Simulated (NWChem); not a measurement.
# SnGeH6 (SMILES [GeH3][SnH3]) at MP2/def2-SVP (core potential), part 2 of 2

NWChem 7.3.0.

### 3 The distorted shape: the energy at MP2/def2-SVP (core potential)

File sp.nw:

```
echo
start sp
memory 2200 mb

geometry units angstroms noautosym nocenter noautoz
Ge    -1.006600     0.105576    -0.699873
Sn     0.499000    -0.470524     1.333727
H     -2.083300     1.127076    -0.298073
H     -1.705900    -1.158824    -1.225573
H      0.087500     0.886500    -2.179300
H     -0.440100    -1.113024     2.606627
H      1.678500    -1.624424     0.895227
H      1.295400     0.928876     1.901527
end

basis spherical bse
* library def2-SVP
end

ecp bse
Sn library def2-SVP
end

scf
nopen 0
rhf
thresh 1e-08
maxiter 80
noprint "final vectors analysis"
end

mp2
freeze core 13
tight
end

task mp2 energy
```

The run is started by

```
$ nwchem sp.nw > sp.out
```

The program printed:

```text
============================== echo of input deck ==============================
echo
start sp
memory 2200 mb

geometry units angstroms noautosym nocenter noautoz
Ge    -1.006600     0.105576    -0.699873
Sn     0.499000    -0.470524     1.333727
H     -2.083300     1.127076    -0.298073
H     -1.705900    -1.158824    -1.225573
H      0.087500     0.886500    -2.179300
H     -0.440100    -1.113024     2.606627
H      1.678500    -1.624424     0.895227
H      1.295400     0.928876     1.901527
end

basis spherical bse
* library def2-SVP
end

ecp bse
Sn library def2-SVP
end

scf
nopen 0
rhf
thresh 1e-08
maxiter 80
noprint "final vectors analysis"
end

mp2
freeze core 13
tight
end

task mp2 energy
================================================================================

             Northwest Computational Chemistry Package (NWChem) 7.3.0
             --------------------------------------------------------

           Job information
           ---------------

    nwchem branch   = 7.3.0
    use scalapack   = T
    input           = sp.nw
    prefix          = sp.
    data base       = ./sp.db
    status          = startup
    nproc           =        1

           Memory information
           ------------------

    heap     =     72089594 doubles =      550.0 Mbytes
    stack    =     72089599 doubles =      550.0 Mbytes
    global   =    144179200 doubles =     1100.0 Mbytes (distinct from heap & stack)
    total    =    288358393 doubles =     2200.0 Mbytes
    verify   = yes
    hardfail = no

           Directory information
           ---------------------

  0 permanent = .
  0 scratch   = .

                                NWChem Input Module
                                -------------------

 Scaling coordinates for geometry "geometry" by  1.889725989
 (inverse scale =  0.529177249)

                             Geometry "geometry" -> ""
                             -------------------------

 Output coordinates in angstroms (scale by  1.889725989 to convert to a.u.)

  No.       Tag          Charge          X              Y              Z
 ---- ---------------- ---------- -------------- -------------- --------------
    1 Ge                  32.0000    -1.00660000     0.10557600    -0.69987300
    2 Sn                  50.0000     0.49900000    -0.47052400     1.33372700
    3 H                    1.0000    -2.08330000     1.12707600    -0.29807300
    4 H                    1.0000    -1.70590000    -1.15882400    -1.22557300
    5 H                    1.0000     0.08750000     0.88650000    -2.17930000
    6 H                    1.0000    -0.44010000    -1.11302400     2.60662700
    7 H                    1.0000     1.67850000    -1.62442400     0.89522700
    8 H                    1.0000     1.29540000     0.92887600     1.90152700

      Atomic Mass
      -----------

      Ge                73.921900
      Sn               117.901800
      H                  1.007825

 Effective nuclear repulsion energy (a.u.)     442.0712955583

            Nuclear Dipole moment (a.u.)
            ----------------------------
        X                 Y               Z
 ---------------- ---------------- ----------------
   -15.9286893303   -39.8762192439    86.9101025922

            XYZ format geometry
            -------------------
     8
 geometry
 Ge                   -1.00660000     0.10557600    -0.69987300
 Sn                    0.49900000    -0.47052400     1.33372700
 H                    -2.08330000     1.12707600    -0.29807300
 H                    -1.70590000    -1.15882400    -1.22557300
 H                     0.08750000     0.88650000    -2.17930000
 H                    -0.44010000    -1.11302400     2.60662700
 H                     1.67850000    -1.62442400     0.89522700
 H                     1.29540000     0.92887600     1.90152700

 ==============================================================================
                                internuclear distances
 ------------------------------------------------------------------------------
       center one      |      center two      | atomic units |  angstroms
 ------------------------------------------------------------------------------
    2 Sn               |   1 Ge               |     4.90392  |     2.59504
    3 H                |   1 Ge               |     2.90563  |     1.53759
    4 H                |   1 Ge               |     2.90557  |     1.53756
    6 H                |   2 Sn               |     3.22639  |     1.70733
    7 H                |   2 Sn               |     3.22639  |     1.70733
    8 H                |   2 Sn               |     3.22638  |     1.70733
 ------------------------------------------------------------------------------
                         number of included internuclear distances:          6
 ==============================================================================

 ==============================================================================
                                 internuclear angles
 ------------------------------------------------------------------------------
        center 1       |       center 2       |       center 3       |  degrees
 ------------------------------------------------------------------------------
    2 Sn               |   1 Ge               |   3 H                |   110.42
    2 Sn               |   1 Ge               |   4 H                |   110.44
    3 H                |   1 Ge               |   4 H                |   108.49
    1 Ge               |   2 Sn               |   6 H                |   110.41
    1 Ge               |   2 Sn               |   7 H                |   110.46
    1 Ge               |   2 Sn               |   8 H                |   110.44
    6 H                |   2 Sn               |   7 H                |   108.49
    6 H                |   2 Sn               |   8 H                |   108.49
    7 H                |   2 Sn               |   8 H                |   108.49
 ------------------------------------------------------------------------------
                            number of included internuclear angles:          9
 ==============================================================================

 Summary of "ao basis" -> "" (spherical)
 ------------------------------------------------------------------------------
       Tag                 Description            Shells   Functions and Types
 ---------------- ------------------------------  ------  ---------------------
 *                          def2-SVP                  on all atoms

                 ECP       "ecp basis" -> "" (cartesian)
                -----
  [basis functions not shown]

                      Basis "ao basis" -> "ao basis" (spherical)
                      -----
  [basis functions not shown]

 Summary of "ao basis" -> "ao basis" (spherical)
 ------------------------------------------------------------------------------
       Tag                 Description            Shells   Functions and Types
 ---------------- ------------------------------  ------  ---------------------
 Ge                         def2-SVP                12       32   5s4p3d
 Sn                         def2-SVP                10       26   4s4p2d
 H                          def2-SVP                 3        5   2s1p

                                 NWChem SCF Module
                                 -----------------

  ao basis        = "ao basis"
  functions       =    88
  atoms           =     8
  closed shells   =    30
  open shells     =     0
  charge          =   0.00
  wavefunction    = RHF
  input vectors   = atomic
  output vectors  = ./sp.movecs
  use symmetry    = F
  symmetry adapt  = F

 Summary of "ao basis" -> "ao basis" (spherical)
 ------------------------------------------------------------------------------
       Tag                 Description            Shells   Functions and Types
 ---------------- ------------------------------  ------  ---------------------
 Ge                         def2-SVP                12       32   5s4p3d
 Sn                         def2-SVP                10       26   4s4p2d
 H                          def2-SVP                 3        5   2s1p

 Forming initial guess at       0.0s

      Superposition of Atomic Density Guess
      -------------------------------------

 Sum of atomic energies:       -2327.13490742

      Non-variational initial energy
      ------------------------------

 Total energy =   -2291.707292
 1-e energy   =   -3714.132661
 2-e energy   =    1201.607492
 HOMO         =      -0.291779
 LUMO         =       0.009413

 Starting SCF solution at       0.6s

 ----------------------------------------------
         Quadratically convergent ROHF

 Convergence threshold     :          1.000E-08
 Maximum no. of iterations :           80
 Final Fock-matrix accuracy:          1.000E-10
 ----------------------------------------------

              iter       energy          gnorm     gmax       time
             ----- ------------------- --------- --------- --------
                 1    -2291.8486735551  4.44D-01  1.25D-01      1.4
                 2    -2291.8733516425  1.66D-01  3.94D-02      2.2
                 3    -2291.8759664573  1.11D-02  3.25D-03      4.5
                 4    -2291.8759782035  3.57D-05  1.52D-05      8.3
                 5    -2291.8759782038  3.97D-09  1.55D-09     15.2

       Final RHF  results
       ------------------

         Total SCF energy =  -2291.875978203801
      One-electron energy =  -3714.741970160581
      Two-electron energy =   1202.048115010493
 Nuclear repulsion energy =    220.817876946287

        Time for solution =     14.7s

             Final eigenvalues
             -----------------

              1
    1 -405.2192
    2  -52.1460
    3  -46.2476
    4  -46.2469
    5  -46.2466
    6   -7.2010
    7   -5.8693
    8   -5.1792
    9   -5.1784
   10   -5.1781
   11   -4.0585
   12   -4.0577
   13   -4.0577
   14   -1.6520
   15   -1.6517
   16   -1.6511
   17   -1.6489
   18   -1.6482
   19   -1.3265
   20   -1.3265
   21   -1.3249
   22   -1.3205
   23   -1.3203
   24   -0.7328
   25   -0.6497
   26   -0.4869
   27   -0.4552
   28   -0.4459
   29   -0.4186
   30   -0.3770
   31    0.0830
   32    0.1192
   33    0.1197
   34    0.1543
   35    0.1674
   36    0.1834
   37    0.1897
   38    0.2939
   39    0.3446
   40    0.3449

 center of mass
 --------------
 x =  -0.16000422 y =  -0.46445574 z =   1.02404736

 moments of inertia (a.u.)
 ------------------
         816.685759826594         146.390330947647        -517.822084212567
         146.390330947647        1144.165422407489         201.983237456897
        -517.822084212567         201.983237456897         493.011541757601

  Mulliken analysis of the total density
  --------------------------------------

    Atom       Charge   Shell Charges
 -----------   ------   -------------------------------------------------------
    1 Ge  32    31.78   2.00  2.00  2.00  1.03  0.28  6.00  5.98  1.27  1.09  8.15  1.79  0.18
    2 Sn  22    21.47   0.42  1.60  0.92  0.25  2.77  3.24  1.54  0.59  9.76  0.38
    3 H    1     1.10   0.71  0.38  0.01
    4 H    1     1.10   0.71  0.38  0.01
    5 H    1     1.11   0.57  0.54  0.01
    6 H    1     1.15   0.68  0.46  0.01
    7 H    1     1.15   0.68  0.45  0.01
    8 H    1     1.15   0.68  0.45  0.01

       Multipole analysis of the density wrt the origin
       ------------------------------------------------

     L   x y z        total         open         nuclear
     -   - - -        -----         ----         -------
     0   0 0 0     -0.000000      0.000000     60.000000

     1   1 0 0     -0.166870      0.000000    -42.331941
     1   0 1 0     -0.150933      0.000000    -14.979699
     1   0 0 1      0.303669      0.000000     16.339503

     2   2 0 0    -36.312016      0.000000    178.013332
     2   1 1 0      0.133647      0.000000    -35.329471
     2   1 0 1     -0.255833      0.000000    151.859852
     2   0 2 0    -36.722707      0.000000     47.733580
     2   0 1 1      0.690909      0.000000    -70.019453
     2   0 0 2    -38.293225      0.000000    258.403950

                   NWChem MP2 Semi-direct Energy/Gradient Module
                   ---------------------------------------------

  Basis functions       =     88
  Molecular orbitals    =     88
  Frozen core           =     13
  Frozen virtuals       =      0
  Active alpha occupied =     17
  Active beta occupied  =     17
  Active alpha virtual  =     58
  Active beta virtual   =     58
  Use MO symmetry       = F
  Use skeleton AO sym   = F

  AO/Fock/Back tols     =   1.0D-11  1.0D-11  1.0D-11

 GA uses MA = F    GA memory limited = T

 Available:
  local mem=  1.26D+08
 global mem=  1.44D+08
 local disk=  0.00D+00
   1 passes of  17:        3145728                      40940                  12802727.
   1 passes of  17: M    126146100           G      144163712           F     123000372.

 Semi-direct pass number   1 of   1  for RHF alpha+beta  at       15.3s
 Done moints_semi at       18.2s
 Done maket at       18.4s
 Done multipass loop at       18.4s

          -------------------------------------------
          SCF energy               -2291.875978203801
          Correlation energy          -0.361324994512
          Singlet pairs               -0.229254536860
          Triplet pairs               -0.132070457652
          Total MP2 energy         -2292.237303198313
          -------------------------------------------

          ---------------------------------------------------
                    Spin Component Scaled (SCS) MP2
          Same spin pairs                     -0.088046971768
          Same spin scaling factor             0.333333333333
          Opposite spin pairs                 -0.273278022744
          Opposite spin scaling fact.          1.200000000000
          SCS-MP2 correlation energy          -0.357282617882
          Total SCS-MP2 energy             -2292.233260821683
          ---------------------------------------------------

 -----------------------
 Task  times  cpu:       18.3s     wall:       18.3s
 Total times  cpu:       18.4s     wall:       18.4s
```

It took 19 s on 1 thread of AMD EPYC 9R45 (Zen 5), shared host; peak memory 0.24 GiB.

### 4 Summary of results

This closing draws on all 2 parts.

Level: MP2/def2-SVP (core potential), 13 core orbitals frozen.

| quantity | value |
| --- | --- |
| first shape: total energy | -2292.27744 Eh |
| first shape: dipole moment (of the density that the program reports) | 0.06 D |
| first shape: correlation energy (13 core orbitals frozen) | -361.6 mEh |
| first shape: largest force on an atom | 0.299 eV/Å |
| distorted shape: total energy | -2292.23730 Eh |
| distorted shape: correlation energy (13 core orbitals frozen) | -361.3 mEh |
| energy change with the Ge1–H5 bond stretched from 1.538 to 1.999 Å | 1.092 eV |

In words: With the Ge1–H5 bond stretched from 1.538 to 1.999 Å the energy rises by 1.09 eV (25 kcal/mol). The first shape isn't relaxed at this level, so the change isn't measured from a minimum. The largest force (first shape) is 0.30 eV/Å: the shape isn't a stationary point for this species at this level. Mulliken charges (distorted shape) of the mean-field density run from -0.15 on H6 to +0.53 on Sn2.
